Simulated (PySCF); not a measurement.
# C6H12S: the cost of one run

Programs: PySCF 2.14.0, with density-fitted response routines of our own. Each step states its level of theory. These are calculated values for one molecule, in the gas phase or a continuum, unless marked as measured. Atoms are numbered from 0 throughout.

### 1 The molecule as given

19 atoms, charge 0, multiplicity 1; geometry from: GFN2-xTB. The atoms were then displaced at random by about 0.01 Å, so the start is not that level's minimum.

Bonds of the start (Å): S0–C1 1.88, C1–C2 1.53, C2–C3 1.48, C3–C4 1.52, C4–C5 1.53, C5–C6 1.54, C6–C1 1.52, S0–H7 1.36, C1–H8 1.07, C2–H9 1.11, C2–H10 1.09, C3–H11 1.11, C3–H12 1.10, C4–H13 1.11, C4–H14 1.09, C5–H15 1.10, C5–H16 1.09, C6–H17 1.10, C6–H18 1.08.

### 2 Relaxing the molecule at PBE0-D3(BJ)/def2-TZVP

The job: settings as JSON, then the geometry in Å.

```
{"job": {"xc": "PBE0", "basis": "def2-TZVP", "d3": "d3bj", "grid": 2, "shake": 0.01, "kind": "geom"}, "charge": 0, "multiplicity": 1}
S      2.734810    -1.216700     0.199990
C      1.103170    -0.450090    -0.321420
C     -0.023280    -1.418770     0.042310
C     -1.325790    -0.838130    -0.351970
C     -1.584830     0.505310     0.310690
C     -0.463500     1.482900    -0.047350
C      0.907030     0.899990     0.355060
H      3.495640    -0.198190    -0.269310
H      1.154630    -0.321880    -1.386530
H      0.018310    -1.591280     1.139830
H      0.155650    -2.377720    -0.436060
H     -2.143370    -1.535080    -0.054030
H     -1.424860    -0.709770    -1.443360
H     -1.624040     0.382170     1.412000
H     -2.548260     0.915120     0.013000
H     -0.610860     2.450100     0.463560
H     -0.470760     1.669190    -1.124770
H      0.926690     0.773440     1.444280
H      1.692900     1.586450     0.074820
```

Run with:

```console
> OMP_NUM_THREADS=2 python probes_run.py task.json out
```

The driver reads the jobs from task.json and runs them one after another.

**Question.** How long does this first job take on 2 threads of Intel Xeon at 2.50GHz, shared host, and how much memory does it need?

About 17 min, with a peak of 1.9 GiB.
